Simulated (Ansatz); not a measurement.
# AlRu: the cost of one run

Program: Ansatz 0.2.0. Level of theory: DFT r²SCAN, frozen-core PAW, scalar-relativistic unless said. These are calculated values, not measurements.

2 further runs of the same task are left out: 1 that didn't finish, 1 set aside as unsound or not needed.

## 1. The structure to begin with

It takes space group Pm-3m (No. 221, cubic). Conventional cell: a = 2.992 Å, b = 2.992 Å, c = 2.992 Å, α = 90.00°, β = 90.00°, γ = 90.00°. Al (site symmetry m-3m) is surrounded by 8 Ru at 2.59 Å. Ru (site symmetry m-3m) is surrounded by 8 Al at 2.59 Å.

Structure file:

```xyz
2
Lattice="2.9916 0.0000 0.0000 0.0000 2.9916 0.0000 0.0000 0.0000 2.9916" Properties=species:S:1:pos:R:3 pbc="T T T"
Al    0.0000    0.0000    0.0000
Ru    1.4958    1.4958    1.4958
```

Cartesian axes are those of the input's lattice vectors. The structure goes back to a database entry.

## 2. Cell and atoms relaxed, PAW

input.yaml reads:

```yaml
crystal:
  lattice:
    - [2.9916, 0.0, 0.0]
    - [0.0, 2.9916, 0.0]
    - [0.0, 0.0, 2.9916]
  atoms:
    - { symbol: Al, position: [0.0, 0.0, 0.0] }
    - { symbol: Ru, position: [0.5, 0.5, 0.5] }
kpoints:
  mp_grid: { grid: [12, 12, 12] }
scf:
  occupations: { method: fermi_dirac, width: 0.1 }
hamiltonian:
  xc: r2scan
  pseudopotentials: { kind: paw }
relax:
  f_tol: 0.002
  max_steps: 80
  cell: {}
output:
  forces: true
  stress: true
```

Command:

```
$ ansatz run input.yaml --threads 2 --pin off --max-ram 5120MiB --backend cpu --events-out ev --progress --plain --runs-dir out
```

What time and memory should one allow on 2 threads of Intel Xeon Platinum 8488C (Sapphire Rapids), shared host?

About 4.9 s, with a peak of 0.45 GiB.
